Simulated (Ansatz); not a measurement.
# Lu3Zn2Ge: the cost of one run

Computed with Ansatz 0.2.0 (DFT PBE, scalar-relativistic, plane waves, PAW, unless a step's input says otherwise).

## (1) The structure to begin with

Symmetry: P6/mmm, No. 191, hexagonal system. The conventional cell has a = 6.236 Å, b = 6.236 Å, c = 3.452 Å, α = 90.00°, β = 90.00°, γ = 120.00°. Lu (site symmetry mmm) has 4 Zn at 2.49 Å as nearest neighbours. Around Zn (site symmetry -6m2) lie 6 Lu at 2.49 Å. Ge (site symmetry 6/mmm) has 2 Ge at 3.45 Å and 12 Lu at 3.56 Å and 6 Zn at 3.60 Å as nearest neighbours.

Structure file:

```
Lu Zn Ge
1.0
     6.23604    0.00000    0.00000
    -3.11802    5.40057    0.00000
     0.00000    0.00000    3.45190
Lu Zn Ge
3 2 1
Direct
  0.50000 0.00000 0.50000
  0.00000 0.50000 0.50000
  0.50000 0.50000 0.50000
  0.66667 0.33333 0.00000
  0.33333 0.66667 0.00000
  0.00000 0.00000 0.00000
```

Recipe of the guess: species swapped into a database cell of LuB2Ru3 (P6/mmm, No. 191), with Ge on the Lu sites, Zn on the B sites and Lu on the Ru sites. Lengths come from tabulated atomic sizes and are only a guess.

## (2) Probe: one point on a coarse mesh

Input file input.yaml:

```yaml
crystal:
  lattice:
    - [6.23603535, 0.0, 0.0]
    - [-3.11801768, 5.40056503, 0.0]
    - [0.0, 0.0, 3.45189988]
  atoms:
    - { symbol: Lu, position: [0.5, 0.0, 0.5] }
    - { symbol: Lu, position: [0.0, 0.5, 0.5] }
    - { symbol: Lu, position: [0.5, 0.5, 0.5] }
    - { symbol: Zn, position: [0.66666667, 0.33333333, 0.0] }
    - { symbol: Zn, position: [0.33333333, 0.66666667, 0.0] }
    - { symbol: Ge, position: [0.0, 0.0, 0.0] }
basis:
  ecutwfc: 420
kpoints:
  mp_grid: { grid: [3, 3, 6] }
hamiltonian:
  xc: pbe
scf:
  occupations: { method: gaussian, width: 0.1 }
  lower_state_search: "off"
output:
  forces: true
  stress: true
  eigenvalues: true
```

The run is started by

```console
> ansatz run input.yaml --threads 1 --pin off --max-ram 2560MiB --backend cpu --events-out ev --progress --plain --runs-dir out
```

What time and memory should one allow on 1 thread of Arm Neoverse V2, shared host?

About 7.5 s, with a peak of 0.43 GiB.
